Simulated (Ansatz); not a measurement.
# C10H2: the cost of one run

Program: Ansatz 0.2.0. Level of theory: the levels named in each step. These are calculated values, not measurements.

## Step 1: Starting point

Bond lengths: C1–C2 1.208 Å, C2–C3 1.346 Å, C3–C4 1.222 Å, C4–C5 1.334 Å, C5–C6 1.225 Å, C6–C7 1.334 Å, C7–C8 1.222 Å, C8–C9 1.346 Å, C9–C10 1.208 Å, C1–H11 1.048 Å, C10–H12 1.048 Å. Angles: C1–C2–C3 180.0°, C2–C1–H11 180.0°, C2–C3–C4 180.0°, C3–C4–C5 180.0°, C4–C5–C6 180.0°, C5–C6–C7 180.0°, C6–C7–C8 180.0°, C7–C8–C9 180.0°, C8–C9–C10 180.0°, C9–C10–H12 180.0°.

Coordinates:

```xyz
12

C     0.0000    0.0000   -5.7229
C     0.0000    0.0000   -4.5146
C     0.0000    0.0000   -3.1684
C     0.0000    0.0000   -1.9465
C     0.0000    0.0000   -0.6122
C     0.0000    0.0000    0.6125
C     0.0000    0.0000    1.9467
C     0.0000    0.0000    3.1685
C     0.0000    0.0000    4.5145
C     0.0000    0.0000    5.7227
H     0.0000    0.0000   -6.7711
H     0.0000    0.0000    6.7708
```

## Step 2: A rough first relaxation, PBE-D4/def2-SVP

This run stands in another session on the same molecule. It ended at:

```xyz
12

C     0.0000    0.0000   -5.8069
C     0.0000    0.0000   -4.5710
C     0.0000    0.0000   -3.2179
C     0.0000    0.0000   -1.9673
C     0.0000    0.0000   -0.6271
C     0.0000    0.0000    0.6271
C     0.0000    0.0000    1.9673
C     0.0000    0.0000    3.2179
C     0.0000    0.0000    4.5710
C     0.0000    0.0000    5.8069
H     0.0000    0.0000   -6.8883
H     0.0000    0.0000    6.8883
```

## Step 3: Relaxation, HF/STO-3G

File input.yaml:

```yaml
crystal:
  periodic: [false, false, false]
  atoms:
    - { symbol: C, position_ang: [0.0, 0.0, -5.80685893] }
    - { symbol: C, position_ang: [0.0, 0.0, -4.57099509] }
    - { symbol: C, position_ang: [0.0, 0.0, -3.21792035] }
    - { symbol: C, position_ang: [0.0, 0.0, -1.96733281] }
    - { symbol: C, position_ang: [0.0, 0.0, -0.6270691] }
    - { symbol: C, position_ang: [0.0, 0.0, 0.62706744] }
    - { symbol: C, position_ang: [0.0, 0.0, 1.96733073] }
    - { symbol: C, position_ang: [0.0, 0.0, 3.2179188] }
    - { symbol: C, position_ang: [0.0, 0.0, 4.57099305] }
    - { symbol: C, position_ang: [0.0, 0.0, 5.80685723] }
    - { symbol: H, position_ang: [0.0, 0.0, -6.88834212] }
    - { symbol: H, position_ang: [0.0, 0.0, 6.88834114] }
basis:
  gaussian: { orbitals: STO-3G }
hamiltonian:
  xc: hf
relax:
  f_tol: 0.002
  max_steps: 150
```

Started as:

```console
$ ansatz run input.yaml --threads 4 --pin off --max-ram 10240MiB --backend cpu --events-out ev --progress --plain --runs-dir out
```

What time and memory should one allow on 4 threads of Intel Xeon at 2.50GHz (Skylake/Cascade Lake), shared host?

About 15 s, with a peak of 0.12 GiB.
